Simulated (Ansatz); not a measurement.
# CH4F2NSb: the cost of one run

All numbers below are computed with Ansatz 0.2.0 (RKS PBE0-D4/def2-SVP).

**1. The starting structure**

Bond lengths: F1–C2 1.325 Å, C2–N3 1.470 Å, N3–Sb4 2.011 Å, Sb4–F5 2.010 Å, C2–H6 1.113 Å, C2–H7 1.114 Å, N3–H8 1.066 Å, Sb4–H9 1.818 Å. Angles: F1–C2–N3 110.1°, F1–C2–H6 106.2°, F1–C2–H7 110.4°, N3–C2–H6 111.3°, N3–C2–H7 111.5°, H6–C2–H7 107.2°, C2–N3–Sb4 108.9°, C2–N3–H8 103.4°, Sb4–N3–H8 109.1°, N3–Sb4–F5 92.6°, N3–Sb4–H9 90.9°, F5–Sb4–H9 88.8°.

Structure file:

```xyz
9

F     0.6452    1.7470    0.0272
C     1.1318    0.5166   -0.0391
N     0.1496   -0.4439    0.4836
Sb   -1.3851   -0.5754   -0.8097
F    -2.3472    0.9768    0.0311
H     2.0620    0.5178    0.5723
H     1.4256    0.2707   -1.0847
H     0.6836   -1.3661    0.4860
H    -2.2771   -1.6898    0.3163
```

**2. Relaxing end A**

input.yaml reads:

```yaml
crystal:
  periodic: [false, false, false]
  atoms:
    - { symbol: F, position_ang: [0.6452, 1.747, 0.0272] }
    - { symbol: C, position_ang: [1.1318, 0.5166, -0.0391] }
    - { symbol: "N", position_ang: [0.1496, -0.4439, 0.4836] }
    - { symbol: Sb, position_ang: [-1.3851, -0.5754, -0.8097] }
    - { symbol: F, position_ang: [-2.3472, 0.9768, 0.0311] }
    - { symbol: H, position_ang: [2.062, 0.5178, 0.5723] }
    - { symbol: H, position_ang: [1.4256, 0.2707, -1.0847] }
    - { symbol: H, position_ang: [0.6836, -1.3661, 0.486] }
    - { symbol: H, position_ang: [-2.2771, -1.6898, 0.3163] }
basis:
  gaussian: { orbitals: def2-SVP }
hamiltonian:
  xc: pbe0
  dispersion: d4
relax:
  f_tol: 0.015
  max_steps: 40
output:
  orbitals: {}
```

The run is started by

```console
ansatz run input.yaml --threads 2 --pin off --max-ram 3072MiB --backend cpu --events-out ev --progress --plain --runs-dir out
```

Q: Estimate wall time and peak memory on 2 threads of Arm Neoverse V2, shared host.

About 40 s, with a peak of 0.23 GiB.
